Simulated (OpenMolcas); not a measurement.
# Rh⁴⁺ among point charges: CASSCF and CASPT2 levels and susceptibility

How does a field of 5 point charges split the states of Rh⁴⁺, and what χT follows?

The numbers are computed with OpenMolcas 26.06 (state-averaged CASSCF and CASPT2, spin-orbit coupling by RASSI with atomic mean-field integrals), except any that are marked as measured or tabulated.

## 1. The atom as given

| Property | Result |
| --- | --- |
| Species | Rh⁴⁺ (rhodium, Z = 45, 41 electrons) |
| Basis | ANO-RCC-VTZP [7s6p4d2f1g], 68 functions |
| Scalar Hamiltonian | DKH2, point nucleus |
| Inactive shells | 1s 2s 2p 3s 3p 3d 4s 4p |
| Active space | 5 electrons in 5 orbitals (4d) |
| Some configurations of this space | 4d⁵ |
| Orbitals | optimised for each spin and parity, averaged over all roots |

Outer shells as boxes (Hund's rule):

4d5
```
4d [↑ ][↑ ][↑ ][↑ ][↑ ]
```

The ion sits among 5 point charges of -1 e arranged as a trigonal bipyramid (D3h), 1.87 Å from the ion, with the axial distance 1.964 Å.

The work runs as a chain of OpenMolcas steps in one folder; each step below is one input file. Labels, J, g values, rates, χT and fits are worked out afterwards by a script from the matrices that RASSI stores.

## 2. GATEWAY and SEWARD: basis and integrals

a.inp

```
&GATEWAY
Coord
1

Rh 0.0 0.0 0.0
Basis=ANO-RCC-VTZP
Group=NoSym
NoMove
AngMom=0.0 0.0 0.0
AMFI
XField
5 Angstrom 0
1.870000 0.000000 0.000000 -1.000000
-0.935000 1.619468 0.000000 -1.000000
-0.935000 -1.619468 0.000000 -1.000000
0.000000 0.000000 1.963500 -1.000000
0.000000 0.000000 -1.963500 -1.000000
&SEWARD
```

Launch:

```
$ OMP_NUM_THREADS=1 MOLCAS_MEM=1689 MOLCAS_PROJECT=a pymolcas a.inp > a.log
```

## 3. CASSCF: sextets, 1 root

a.inp

```
&RASSCF
FileOrb=start.orb
Symmetry=1
Spin=6
nActEl=5 0 0
Inactive=18
Ras2=5
CIRoot=1 1 1
SDav=1
CIMx=300
Iter=120 100
PrWF=0.3
OrbListing=Nothing
MaxOrb=0
>>> COPY $Project.JobIph JOB001
```

start.orb holds the contracted functions of the basis, ordered by shell, or the orbitals of the step before.

## 4. CASSCF: quartets, 24 roots

a.inp

```
&RASSCF
FileOrb=start.orb
Symmetry=1
Spin=4
nActEl=5 0 0
Inactive=18
Ras2=5
CIRoot=24 24 1
SDav=24
CIMx=300
Iter=120 100
PrWF=0.3
OrbListing=Nothing
MaxOrb=0
>>> COPY $Project.JobIph JOB002
```

## 5. CASSCF: doublets, 75 roots

a.inp

```
&RASSCF
FileOrb=start.orb
Symmetry=1
Spin=2
nActEl=5 0 0
Inactive=18
Ras2=5
CIRoot=75 75 1
SDav=75
CIMx=300
Iter=120 100
PrWF=0.3
OrbListing=Nothing
MaxOrb=0
>>> COPY $Project.JobIph JOB003
```

## 6. RASSI: spin-orbit coupling between the states

a.inp

```
&RASSI
NrOfJobIphs=3 1 24 75
1
1 2 3 4 5 6 7 8 9 10 11 12 13 14 15 16 17 18 19 20 21 22 23 24
1 2 3 4 5 6 7 8 9 10 11 12 13 14 15 16 17 18 19 20 21 22 23 24 25 26 27
28 29 30 31 32 33 34 35 36 37 38 39 40 41 42 43 44 45 46 47 48 49 50 51
52 53 54 55 56 57 58 59 60 61 62 63 64 65 66 67 68 69 70 71 72 73 74 75
IphNames
JOB001
JOB002
JOB003
EJob
SpinOrbit
DIPRint=1.0
SOCoupling=1000.0
Subsets=2
Property=9
'ANGMOM' 1 'ANGMOM' 2 'ANGMOM' 3 'MLTPL  1' 1 'MLTPL  1' 2 'MLTPL  1' 3
'AMFI' 1 'AMFI' 2 'AMFI' 3
SOProperty=3
'ANGMOM' 1 'ANGMOM' 2 'ANGMOM' 3
```

## 7. CASPT2: IPEA 0.25, imaginary shift 0.1 (closed shells correlated: 4s 4p)

a.inp

```
>>> COPY JOB001 $Project.JobIph
&CASPT2
Multistate=1 1
Frozen=14
IPEA=0.25
Imaginary=0.1
MaxIter=60
WThr=0.0 0.3 0.05
PrWF=0.5
NoMix
>>> COPY JOB002 $Project.JobIph
&CASPT2
Multistate=24 1 2 3 4 5 6 7 8 9 10 11 12 13 14 15 16 17 18 19 20 21 22
23 24
NoMult
Frozen=14
IPEA=0.25
Imaginary=0.1
MaxIter=60
WThr=0.0 0.3 0.05
PrWF=0.5
NoMix
>>> COPY JOB003 $Project.JobIph
&CASPT2
Multistate=75 1 2 3 4 5 6 7 8 9 10 11 12 13 14 15 16 17 18 19 20 21 22
23 24 25 26 27 28 29 30 31 32 33 34 35 36 37 38 39 40 41 42 43 44 45 46
47 48 49 50 51 52 53 54 55 56 57 58 59 60 61 62 63 64 65 66 67 68 69 70
71 72 73 74 75
NoMult
Frozen=14
IPEA=0.25
Imaginary=0.1
MaxIter=60
WThr=0.0 0.3 0.05
PrWF=0.5
NoMix
```

(Steps that only read results are left out.)

**Question.** What will these runs give? Wanted: spin-free ground state; lowest level; next level.

As calculated:

| quantity | value |
| --- | --- |
| method | SS-CASPT2, IPEA 0.25, imaginary shift 0.1 (closed shells correlated: 4s 4p) |
| spin-free ground state | 6A1, 1-fold in its orbital part |
| lowest level | 2-fold E1/2, g = 0.00, 0.00, 9.99 |
| next level | 0.9 cm⁻¹ |
| χT at 300 K | 4.37 cm³ K/mol |
| effective moment at 300 K | 5.91 μB |

Cost by method:

| method | time of its own steps | time with the reference |
| --- | --- | --- |
| A. CASSCF | 40 s | 40 s |
| B. SS-CASPT2, IPEA 0.25, imaginary shift 0.1, +4s 4p | 41 s | 81 s |

Times are of one thread on a shared host.

**Reading.** The spin-free ground state (6A1) comes to 100 % from free-ion S terms and keeps the highest spin of the shell. χT at 300 K is 4.37, against 4.39 cm³ K/mol for the spin alone, as a half-filled shell (L = 0) has no orbital moment. An active space of the d shell alone favours high spin; real ions in strong fields can be low spin. CASPT2 does not keep the components of a term degenerate, and the means are used. The field of point charges can differ much from that of real complexes. With metal d orbitals alone active, the gaps between spin states are rough; where two lie within a few thousand cm-1, their order is open. Point charges carry no covalency, so the field is a model and not that of real ligands.
